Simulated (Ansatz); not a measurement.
# BaEuO2: the cost of one run

Method: DFT LDA+U (U = 3 eV, J = 0.5 eV on Eu f, around-mean-field double counting), plane waves, PAW, no spin–orbit coupling unless a run says so, in Ansatz 0.2.0.

### Step 1. The starting structure

It takes space group R-3m (No. 166, trigonal). The conventional cell has a = 3.752 Å, b = 3.752 Å, c = 18.775 Å, α = 90.00°, β = 90.00°, γ = 120.00°. Ba (site symmetry -3m) is surrounded by 6 O at 2.79 Å. Eu (site symmetry -3m) is surrounded by 6 O at 2.56 Å. O (site symmetry 3m) has 3 Eu at 2.56 Å and 3 Ba at 2.79 Å as nearest neighbours.

As a file:

```cif
data_structure
_symmetry_space_group_name_H-M 'R-3m:H'
_symmetry_Int_Tables_number 166
_cell_length_a 3.7525
_cell_length_b 3.7525
_cell_length_c 18.7755
_cell_angle_alpha 90.000
_cell_angle_beta 90.000
_cell_angle_gamma 120.000
_cell_volume 228.96
loop_
_atom_site_label
_atom_site_type_symbol
_atom_site_symmetry_multiplicity
_atom_site_Wyckoff_symbol
_atom_site_fract_x
_atom_site_fract_y
_atom_site_fract_z
_atom_site_occupancy
Ba1 Ba 3 a 0.00000 0.00000 0.00000 1
Eu1 Eu 3 b 0.66667 0.33333 0.83333 1
O1 O 6 c 0.33333 0.66667 0.90633 1
```

Magnetic order typed: ferromagnetic.

### Step 2. From atoms, symmetry kept, no search

Contents of input.yaml:

```yaml
crystal:
  lattice:
    - [1.87624583, 1.08325104, 6.25849579]
    - [-1.87624583, 1.08325104, 6.25849579]
    - [0.0, -2.16650207, 6.25849579]
  atoms:
    - { symbol: Ba, position: [0.0, 0.0, 0.0] }
    - { symbol: Eu, position: [0.5, 0.5, 0.5], spin: 7.0 }
    - { symbol: O, position: [0.239664, 0.239664, 0.239664] }
    - { symbol: O, position: [0.760336, 0.760336, 0.760336] }
basis:
  ecutwfc: 420
  ecutrho_ratio: 4
kpoints:
  mp_grid: { grid: [6, 6, 6] }
hamiltonian:
  xc: lda
  hubbard: { sites: [{ site: 1, l: f, u: 3.0, j: 0.5 }], double_counting: amf }
scf:
  occupations: { method: gaussian, width: 0.05 }
  lower_state_search: "off"
  max_iter: 150
output:
  forces: true
  stress: true
  eigenvalues: true
  populations: true
  hubbard: { sites: [{ site: 1, l: f }] }
magnetization:
  spin_polarized: true
```

Run with:

```sh
ansatz run input.yaml --threads 4 --pin off --max-ram 6144MiB --backend cpu --events-out ev --progress --plain --runs-dir out
```

**Question.** How long does this run take on 4 threads of Arm Neoverse V1, shared host, and how much memory does it need?

About 8.2 s, with a peak of 0.54 GiB.
